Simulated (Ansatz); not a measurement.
# TaN: the cost of one run

Program: Ansatz 0.2.0. Level of theory: DFT PBEsol, scalar-relativistic, plane waves, PAW. These are calculated values, not measurements.

### Step 1. The starting structure

It takes space group Fm-3m (No. 225, cubic). The conventional cell has a = 4.358 Å, b = 4.358 Å, c = 4.358 Å, α = 90.00°, β = 90.00°, γ = 90.00°. Around Ta (site symmetry m-3m) lie 6 N at 2.18 Å. N (site symmetry m-3m) is surrounded by 6 Ta at 2.18 Å.

Structure file:

```
Ta N
1.0
     0.00000    2.17900    2.17900
     2.17900    0.00000    2.17900
     2.17900    2.17900    0.00000
Ta N
1 1
Direct
  0.50000 0.50000 0.50000
  0.00000 0.00000 0.00000
```

The cell is taken as given, not relaxed at this level.

### Step 2. The reference cell

The reference gives a free energy of -10187.0611 eV, pressure 4.45 GPa, largest force 0.000 eV/Å and gap on the mesh none (metal). It was computed beforehand with the settings of the runs below.

### Step 3. Setting up energy and stress against strain

The cell is strained by ε times the Voigt pattern (1, 1, 0, 0, 0, 0) (xx, yy, zz, yz, xz, xy; engineering shear), with fractional coordinates fixed (clamped ions). The stress on the pattern is the sum of the stress components weighted by it, tension positive.

### Step 4. At ε = -0.0400

The input, input.yaml:

```yaml
crystal:
  lattice:
    - [0.0, 2.09184, 2.179]
    - [2.09184, 0.0, 2.179]
    - [2.09184, 2.09184, 0.0]
  atoms:
    - { symbol: Ta, position: [0.5, 0.5, 0.5] }
    - { symbol: "N", position: [0.0, 0.0, 0.0] }
basis:
  ecutwfc: 420
kpoints:
  mp_grid: { grid: [18, 18, 18] }
hamiltonian:
  xc: pbesol
scf:
  occupations: { method: gaussian, width: 0.15 }
output:
  forces: true
  stress: true
  eigenvalues: true
```

On the command line:

```
$ ansatz run input.yaml --threads 1 --pin off --max-ram 2560MiB --backend cpu --events-out ev --progress --plain --runs-dir out
```

**Question.** How long does this run take on 1 thread of Intel Xeon at 2.70GHz, shared host, and how much memory does it need?

About 8.2 s, with a peak of 0.43 GiB.
